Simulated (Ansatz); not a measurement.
# FH₃OSn: small, medium and large basis sets

One table from this session's results is given with a row withheld; the runs are named, their logs left out.

Method: one geometry, several basis sets; program: Ansatz 0.2.0, Gaussian basis.

Levels to be run: PBE0-D4/def2-SVP; ωB97M-V/def2-SVP; PBE0-D4/def2-QZVPP; ωB97M-V/def2-QZVPP; the functionals' def2-TZVPP values are taken from earlier runs.

1 further run of the same task is left out (for a known fault of the program).

## The relaxed structure

An earlier PBE0-D4 in a triple-zeta def2 set relaxation fixed the geometry. Sn takes the def2 core potential; no spin-orbit term is included.

SMILES `[OH][SnH2][F]`, 6 atoms, charge 0, spin multiplicity 1.

Atoms are counted from 1 here; the program's logs count them from 0.

Bond lengths: O1–Sn2 1.948 Å, O1–H4 0.960 Å, Sn2–F3 1.922 Å, Sn2–H5 1.701 Å, Sn2–H6 1.692 Å. Angles: Sn2–O1–H4 114.0°, O1–Sn2–F3 105.3°, O1–Sn2–H5 111.8°, O1–Sn2–H6 106.0°, F3–Sn2–H5 104.3°, F3–Sn2–H6 107.5°, H5–Sn2–H6 120.8°.

Set-up of the first run:

in.yaml

```yaml
crystal:
  periodic: [false, false, false]
  atoms:
    - {symbol: O, position_ang: [-1.414368, -0.332996, -0.424974]}
    - {symbol: Sn, position_ang: [0.302304, 0.255856, 0.283655]}
    - {symbol: F, position_ang: [1.409127, -1.315052, 0.302142]}
    - {symbol: H, position_ang: [-1.368562, -0.685698, -1.316739]}
    - {symbol: H, position_ang: [1.096130, 1.317147, -0.782063]}
    - {symbol: H, position_ang: [0.017468, 0.696742, 1.891879]}
basis:
  gaussian: {orbitals: def2-SVP}
hamiltonian: {xc: pbe0, dispersion: d4}
output: {orbitals: {seedname: orbitals}}
```

Launch:

```sh
$ ansatz run in.yaml --threads 2 --pin off --events-out ev --progress --plain --max-ram 32768MiB --backend cpu
```

Steps of the session up to this table: PBE0-D4 in def2-SVP; ωB97M-V in def2-SVP; PBE0-D4 in def2-QZVPP; ωB97M-V in def2-QZVPP.

One of the session's tables, all rows but one given; the rest of the session is left out.

It belongs to the step «Density functionals: the series». 

```
functional       basis  HOMO (eV)
   PBE0-D4    def2-SVP      -8.71
   PBE0-D4  def2-TZVPP      -8.97
   PBE0-D4  def2-QZVPP      -9.02
   ωB97M-V    def2-SVP     -11.08
   ωB97M-V  def2-TZVPP     -11.37
   ωB97M-V  def2-QZVPP          ?
```

**Question.** Estimate the row for ωB97M-V, def2-QZVPP.

The run gave: HOMO (eV): -11.41. In the column «HOMO (eV)» it is the lowest.
